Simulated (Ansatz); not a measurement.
PbO, space group P4/nmm, a convergence test of the plane-wave cutoff

Computed with the Python package of Ansatz (0.2.0).

Typed at the interpreter:
```pycon
>>> import csv
>>> import warnings
>>> import ansatz
>>> from pymatgen.core import Lattice, Structure
>>> from pymatgen.io.ase import AseAtomsAdaptor
>>> warnings.simplefilter("ignore", ansatz.DeckWarning)
>>> pmg_structure = Structure(
...     Lattice([(3.99, 0.0, 0.0), (0.0, 3.99, 0.0), (0.0, 0.0, 5.01)]),
...     ["Pb", "Pb", "O", "O"],
...     [
...         (0.0, 0.5, 0.24),
...         (0.5, 0.0, 0.76),
...         (0.0, 0.0, 0.0),
...         (0.5, 0.5, 0.0),
...     ],
... )
>>> cell = ansatz.Crystal.from_ase(AseAtomsAdaptor.get_atoms(pmg_structure))
>>> [site.symbol for site in cell.resolved().sites]
['Pb', 'Pb', 'O', 'O']
>>> calc = (
...     cell.calculation()
...     .kpoints(density=2.3)
...     .occupations("fixed")
...     .functional("pbe")
...     .stress()
... )
>>> rows = []
>>> for value in [300, 400, 500, 600, 700, 800]:
...     data = calc.basis(value).run().report
...     rows.append((value, data["free_energy_ev"] / len(data["lattice"]["sites"]), data["n_iterations"], sum(data["stress_gpa"][i][i] for i in range(3)) / 3, data["n_pw"]))
...

>>> with open("ecut.csv", "w", newline="") as handle:
...     writer = csv.writer(handle)
...     writer.writerow(["cutoff (eV)", "F/atom (eV)", "iterations", "P (GPa)", "plane waves"])
...     writer.writerows([round(v, 5) if isinstance(v, float) else v for v in row] for row in rows)
...
56
>>> # the last row is the reference
>>> for row in rows[:-1]:
...     shift = 1000 * (row[1] - rows[-1][1])
...     print(f"{row[0]}: {shift:+.2f} meV/atom" + ("  (within 1 meV)" if abs(shift) < 1 else ""))
...
300: +256.29 meV/atom
400: +7.78 meV/atom
500: +0.66 meV/atom  (within 1 meV)
600: +0.28 meV/atom  (within 1 meV)
700: +0.09 meV/atom  (within 1 meV)
```

It writes `ecut.csv`:
```csv
cutoff (eV),F/atom (eV),iterations,P (GPa),plane waves
300,-6236.51387,6,3.11062,943
400,-6236.76237,7,3.0014,1465
500,-6236.7695,6,2.99476,2051
600,-6236.76988,6,2.98993,2621
700,-6236.77007,6,2.98745,3357
800,-6236.77016,6,2.98655,4107
```

From 500 eV on it stays within 1 meV an atom of the value at 800 eV; the first row (300 eV) is off by 256.3 meV and the last but one by 0.09 meV. The energy falls steadily, as expected when plane waves are added. The pressure moves from 3.11 to 2.99 GPa (the program's stress holds a Pulay correction, so it settles early).

What to keep in mind:
- Of the deposited cell: the entry's cell lengths or inner coordinates differ somewhat from later room-temperature determinations.
- Pressure is positive in compression.
- Spin-orbit coupling, which matters for elements this heavy, is left out.
- The structure is a deposited one; some such entries were measured under pressure or heat, so a shift against it needn't be the functional's error alone.
- Shifts are counted from the last row, which is itself no proven limit.
- The script silences the warnings on its input, which a real study should read.
- It ran for 13 s on 1 thread of Intel(R) Xeon(R) Platinum 8259CL CPU @ 2.50GHz (Skylake/Cascade Lake) (shared host), peak memory 0.55 GiB.

(Lines on the test bed's own set-up are left out of the output.)
